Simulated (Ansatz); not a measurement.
# RuS: the cost of one run

Program: Ansatz 0.2.0. Level of theory: DFT PBE, scalar-relativistic, plane waves, PAW. These are calculated values, not measurements.

**1. Starting point**

It takes space group P6/mmm (No. 191, hexagonal). The conventional cell has a = 5.185 Å, b = 5.185 Å, c = 4.183 Å, α = 90.00°, β = 90.00°, γ = 120.00°. Ru (site symmetry mmm) has 6 S at 2.57 to 2.59 Å and 4 Ru at 2.59 Å as nearest neighbours. S (site symmetry 6/mmm) has 6 Ru at 2.59 Å as nearest neighbours. Around S (site symmetry -6m2) lie 6 Ru at 2.57 Å.

Coordinates:

```
CELL_PARAMETERS angstrom
5.18462 0.00000 0.00000
-2.59231 4.49001 0.00000
0.00000 0.00000 4.18305
ATOMIC_POSITIONS crystal
Ru 0.50000 0.00000 0.00000
Ru 0.50000 0.50000 0.00000
Ru 0.00000 0.50000 0.00000
S 0.00000 0.00000 0.00000
S 0.33333 0.66667 0.50000
S 0.66667 0.33333 0.50000
```

(A quick probe on a coarse mesh, which set the mesh and smearing, is not shown.)

**3. Relaxing cell and atoms**

The input, input.yaml:

```yaml
crystal:
  lattice:
    - [5.1846209853, 0.0, 0.0]
    - [-2.5923104926, 4.4900134822, 0.0]
    - [0.0, 0.0, 4.1830464767]
  atoms:
    - { symbol: Ru, position: [0.5, 0.0, 0.0], spin: 0.69 }
    - { symbol: Ru, position: [0.5, 0.5, 0.0], spin: 0.69 }
    - { symbol: Ru, position: [0.0, 0.5, 0.0], spin: 0.69 }
    - { symbol: S, position: [0.0, 0.0, 0.0], spin: 0.2 }
    - { symbol: S, position: [0.3333333333, 0.6666666667, 0.5] }
    - { symbol: S, position: [0.6666666667, 0.3333333333, 0.5] }
basis:
  ecutwfc: 420
kpoints:
  mp_grid: { grid: [12, 12, 10] }
hamiltonian:
  xc: pbe
scf:
  occupations: { method: gaussian, width: 0.1 }
output:
  forces: true
  stress: true
  eigenvalues: true
  populations: true
magnetization:
  spin_polarized: true
relax:
  adjacent_minimum: "off"
  f_tol: 0.01
  max_steps: 80
  cell: { stress_tol: 0.05 }
```

On the command line:

```sh
$ ansatz run input.yaml --threads 1 --pin off --max-ram 2560MiB --backend cpu --events-out ev --progress --plain --runs-dir out
```

Q: Estimate wall time and peak memory on 1 thread of Intel Xeon Platinum 8259CL at 2.50GHz (Skylake/Cascade Lake), shared host.

About 15 min, with a peak of 0.9 GiB.
